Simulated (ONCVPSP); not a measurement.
# An ONCV potential for Ir, from input to tests

Do these settings give a usable potential? It is generated, then checked for transferability, scattering, ghosts and hardness.

The numbers are computed with ONCVPSP 4.0.1.1 (patched build) (PBE, scalar-relativistic, spin-unpolarised reference atom).

## 1. Settings

The settings as typed:

* element: iridium (Ir, Z = 77)
* type: optimised norm-conserving Vanderbilt (ONCV)
* frozen core: [Kr] 4d10 4f14 5s2
* valence charge: 15
* reference configuration: 5p6 5d7 6s2
* partial waves: 6s: rc 1.95 bohr, ncon 3, nbas 7, qcut 2.7 1/bohr, 3 projectors, debl 2.3 Ha; 5p: rc 1.35 bohr, ncon 4, nbas 8, qcut 9.2 1/bohr, 2 projectors, debl 2.5 Ha; 5d: rc 1.70 bohr, ncon 3, nbas 8, qcut 4.8 1/bohr, 1 projector
* local potential: polynomial inside 1.10 bohr (lpopt 5, dvloc0 4 Ha)
* core correction: Teter function, fcfact 3.25, rcfact 1.1

The outer shells as boxes (Hund's rule for the drawing; the calculation is spin-unpolarised):

```
[Kr] core
4d [↑↓][↑↓][↑↓][↑↓][↑↓]
4f [↑↓][↑↓][↑↓][↑↓][↑↓][↑↓][↑↓]
5s [↑↓]
5p [↑↓][↑↓][↑↓]
5d [↑↓][↑↓][↑ ][↑ ][↑ ]
6s [↑↓]
```

The nodes and maxima of the atom's own shells, from an earlier all-electron run, set the scale for the radii.

All-electron outer shells of the reference configuration (PBE, scalar-relativistic, ld1.x):

```
shell  level (eV)  outermost node (bohr)  outermost maximum (bohr)
   4f      -62.19                      –                      0.39
   5p      -54.70                   0.54                      1.01
   5d       -7.15                   0.59                      1.29
   6s       -6.33                   1.17                      2.38
   6p       -1.22                   1.39                      3.47
```

## 2. Generation

File Ir.dat:

```
# ATOM AND REFERENCE CONFIGURATION
# atsym  z   nc   nv     iexc    psfile
  Ir 77.00   11    3        4      upf
#
#   n    l    f
    1    0    2.00
    2    0    2.00
    2    1    6.00
    3    0    2.00
    3    1    6.00
    3    2   10.00
    4    0    2.00
    4    1    6.00
    4    2   10.00
    4    3   14.00
    5    0    2.00
    5    1    6.00
    5    2    7.00
    6    0    2.00
#
# PSEUDOPOTENTIAL AND OPTIMIZATION
# lmax
    2
#
#   l,   rc,      ep,       ncon, nbas, qcut
    0    1.95    0.00    3    7    2.70
    1    1.35    0.00    4    8    9.20
    2    1.70    0.00    3    8    4.80
#
# LOCAL POTENTIAL
# lloc, lpopt,  rc(5),   dvloc0
    4    5    1.10    4.00
#
# VANDERBILT-KLEINMAN-BYLANDER PROJECTORs
# l, nproj, debl
    0    3    2.30
    1    2    2.50
    2    1    2.40
#
# MODEL CORE CHARGE
# icmod, fcfact, rcfact
    3    3.25    1.10
#
# LOG DERIVATIVE ANALYSIS
# epsh1, epsh2, depsh
   -4.00    5.00    0.02
#
# OUTPUT GRID
# rlmax, drl
    6.00    0.01
#
# TEST CONFIGURATIONS
# ncnf
    4
# nvcnf
#   n    l    f
    3
    5    1    6.00
    5    2    7.00
    6    0    1.00
#
    3
    5    1    6.00
    5    2    7.00
    6    0    0.00
#
    3
    5    1    6.00
    5    2    6.00
    6    0    0.00
#
    3
    5    1    6.00
    5    2    7.00
    6    0    1.50
#
```

Command:

```
$ oncvpsp.x < Ir.dat > Ir.out
```

Before running it: what results should come out? Wanted: cutoffs for 1 and 0.1 mHa per electron, occupied waves; bound ghosts; GHOST(+) flags; largest test error; largest phase difference near zero energy, channels read; rms error of d²Exc/dn², without and with the model core.

The runs gave:

```
                                                quantity                            value
  cutoffs for 1 and 0.1 mHa per electron, occupied waves                 60 Ha and 113 Ha
                                            bound ghosts  s at -450.87 eV, s at -72.12 eV
                                          GHOST(+) flags         s at 400 eV, s at 835 eV
                            largest test error (AE − PS)         -38 meV, for 5p6 5d7 6s0
largest phase difference near zero energy, channels read                        0.001 rad
 rms error of d²Exc/dn², without and with the model core                4.34 and 2.70 mHa
```

In words: A bound ghost (s) makes it unfit for use: electrons can fall into a state that the atom doesn't have. By total energies transferability is fair: the largest error is 38 meV on 27.3 eV, for 5p6 5d7 6s0. It counts as hard, with 60 Ha needed at the looser tolerance. At the looser tolerance the 5d wave is the slowest; 5p needs 33 Ha. Near zero energy the phases of the channels with partial waves agree within 0.001 rad. The program also flags highly localised states, GHOST(+) (s). All of this concerns the isolated atom, not yet a solid.
